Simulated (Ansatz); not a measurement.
# Alloy of ZnGeAs2 and CdGeAs2 (6 of 16 Zn sites exchanged), 64 atoms

Wanted: the relaxed alloy cell and its gap (PBEsol and HSE06).

Method: density functional theory in Ansatz 0.2.0, PAW datasets, plane waves.

## 1. The system as built

64 atoms (10 Zn, 6 Cd, 16 Ge, 32 As); a = 11.531 Å, b = 11.531 Å, c = 11.231 Å, α = 90.00°, β = 90.00°, γ = 90.01°. All atoms were shaken off their sites by about 0.02 Å along each axis.

Steps to follow: (2) PBEsol cell relaxation at the single k point (¼, ¼, ¼), on 1 × NVIDIA GB300 Max-Q with 8 threads of Arm Neoverse-V2; (3) HSE06 single point at the Γ point alone, on 1 × NVIDIA GB300 Max-Q with 8 threads of Arm Neoverse-V2.

## 2. PBEsol relaxation of the cell and the positions

The input, in.yaml:

```yaml
crystal:
  lattice:
    - [11.530694, -0.001352, -0.000303]
    - [-0.001352, 11.530694, -0.000303]
    - [-0.000292, -0.000292, 11.230638]
  atoms:
    - { symbol: Zn, position: [0.999995, 0.000514, 0.999401] }
    - { symbol: Zn, position: [0.499803, 0.001223, 0.000445] }
    - { symbol: Zn, position: [0.501149, 0.501557, 0.999988] }
    - { symbol: Zn, position: [0.000879, 0.248916, 0.247418] }
    - { symbol: Zn, position: [0.000226, 0.749428, 0.251162] }
    - { symbol: Zn, position: [0.500464, 0.752989, 0.250391] }
    - { symbol: Zn, position: [0.749360, 0.001951, 0.748433] }
    - { symbol: Zn, position: [0.247610, 0.748956, 0.501127] }
    - { symbol: Zn, position: [0.749436, 0.250506, 0.497890] }
    - { symbol: Zn, position: [0.747907, 0.749190, 0.502352] }
    - { symbol: Cd, position: [0.002595, 0.501748, 0.997834] }
    - { symbol: Cd, position: [0.503387, 0.250414, 0.248808] }
    - { symbol: Cd, position: [0.252593, 0.000148, 0.747986] }
    - { symbol: Cd, position: [0.251029, 0.500698, 0.750119] }
    - { symbol: Cd, position: [0.749824, 0.503070, 0.748622] }
    - { symbol: Cd, position: [0.249959, 0.251558, 0.497733] }
    - { symbol: Ge, position: [0.001694, 0.003473, 0.498859] }
    - { symbol: Ge, position: [0.002238, 0.500227, 0.499059] }
    - { symbol: Ge, position: [0.498316, 0.997099, 0.500564] }
    - { symbol: Ge, position: [0.501478, 0.504114, 0.502181] }
    - { symbol: Ge, position: [0.249888, 0.999185, 0.248485] }
    - { symbol: Ge, position: [0.248745, 0.498859, 0.250386] }
    - { symbol: Ge, position: [0.751017, 0.000212, 0.249250] }
    - { symbol: Ge, position: [0.750314, 0.497826, 0.249871] }
    - { symbol: Ge, position: [0.250136, 0.247514, 0.998063] }
    - { symbol: Ge, position: [0.249800, 0.750910, 0.999399] }
    - { symbol: Ge, position: [0.752051, 0.249203, 0.001205] }
    - { symbol: Ge, position: [0.749916, 0.748250, 0.001220] }
    - { symbol: Ge, position: [0.002270, 0.250254, 0.749740] }
    - { symbol: Ge, position: [0.000312, 0.745880, 0.752613] }
    - { symbol: Ge, position: [0.496997, 0.248553, 0.752333] }
    - { symbol: Ge, position: [0.499722, 0.751435, 0.750069] }
    - { symbol: As, position: [0.129019, 0.121055, 0.125249] }
    - { symbol: As, position: [0.130463, 0.624773, 0.126224] }
    - { symbol: As, position: [0.631348, 0.127586, 0.125098] }
    - { symbol: As, position: [0.631533, 0.623266, 0.128540] }
    - { symbol: As, position: [0.124337, 0.124876, 0.624870] }
    - { symbol: As, position: [0.122632, 0.624232, 0.625596] }
    - { symbol: As, position: [0.619658, 0.124743, 0.623631] }
    - { symbol: As, position: [0.618618, 0.627254, 0.624985] }
    - { symbol: As, position: [0.370932, 0.376913, 0.126260] }
    - { symbol: As, position: [0.371481, 0.873913, 0.126030] }
    - { symbol: As, position: [0.868496, 0.376006, 0.125766] }
    - { symbol: As, position: [0.870252, 0.873891, 0.128133] }
    - { symbol: As, position: [0.374763, 0.120354, 0.374769] }
    - { symbol: As, position: [0.374393, 0.621586, 0.377637] }
    - { symbol: As, position: [0.874956, 0.121400, 0.376596] }
    - { symbol: As, position: [0.874833, 0.622116, 0.373234] }
    - { symbol: As, position: [0.123761, 0.379746, 0.377193] }
    - { symbol: As, position: [0.124370, 0.881453, 0.375606] }
    - { symbol: As, position: [0.623442, 0.378583, 0.374677] }
    - { symbol: As, position: [0.623823, 0.878867, 0.373055] }
    - { symbol: As, position: [0.378927, 0.376460, 0.628118] }
    - { symbol: As, position: [0.380213, 0.873587, 0.627042] }
    - { symbol: As, position: [0.882269, 0.373767, 0.623382] }
    - { symbol: As, position: [0.877100, 0.874096, 0.623352] }
    - { symbol: As, position: [0.125859, 0.371427, 0.875878] }
    - { symbol: As, position: [0.127297, 0.868740, 0.872965] }
    - { symbol: As, position: [0.626482, 0.370001, 0.879051] }
    - { symbol: As, position: [0.625057, 0.869209, 0.875813] }
    - { symbol: As, position: [0.378141, 0.128103, 0.876173] }
    - { symbol: As, position: [0.376964, 0.629008, 0.871993] }
    - { symbol: As, position: [0.874332, 0.131052, 0.874697] }
    - { symbol: As, position: [0.875207, 0.627523, 0.873661] }
  symmetry: { detect: false }
kpoints:
  mp_grid: { grid: [1, 1, 1], shift: [0.25, 0.25, 0.25] }
hamiltonian:
  xc: pbesol
scf:
  occupations: { method: fermi_dirac, width: 0.01 }
relax:
  f_tol: 0.03
  max_steps: 80
  escape_saddle: false
  adjacent_minimum: "off"
  cell: { fix: [alpha, beta, gamma] }
output:
  forces: true
  eigenvalues: true
  populations: true
```

Command:

```
> ansatz run in.yaml --threads 8 --pin off --max-ram 118750MiB --runs-dir r --events-out ev --progress --plain --backend cuda --devices 0,
```

The runs that follow: Single point with HSE06.

Q: Predict the outcome of this session. Wanted: for each run, top filled to lowest empty.

**Answer**, as computed:

| level | time | k points | top filled to lowest empty (eV) |
| --- | --- | --- | --- |
| PBEsol, relaxation | 12 s (GPU) | (¼, ¼, ¼) | 0.82 |
| HSE06 | 62 s (GPU) | Γ | 0.85 |

| quantity | value |
| --- | --- |
| relaxation | 6 recorded steps, 1.57 eV gained |
| largest shift | 0.16 Å (As51 and others alike) |
| relaxed cell | a = 11.508 Å, b = 11.523 Å, c = 11.255 Å, α = 90.00°, β = 90.00°, γ = 90.01° |
| mean bonds | As–Cd 2.592, As–Ge 2.446, As–Zn 2.455 Å |

Relaxation gains 1.57 eV, with shifts up to 0.16 Å (As51 and others alike), while the volume changes by -0.0 %. The mean lengths of the listed bonds run from As–Ge 2.45 Å to As–Cd 2.59 Å. Rows on different k points differ by sampling as well as by level. No spin–orbit coupling is included; with elements this heavy it would shift the edges. With one k point the spacing samples only the states that fold onto it, so it can exceed the gap over the zone.
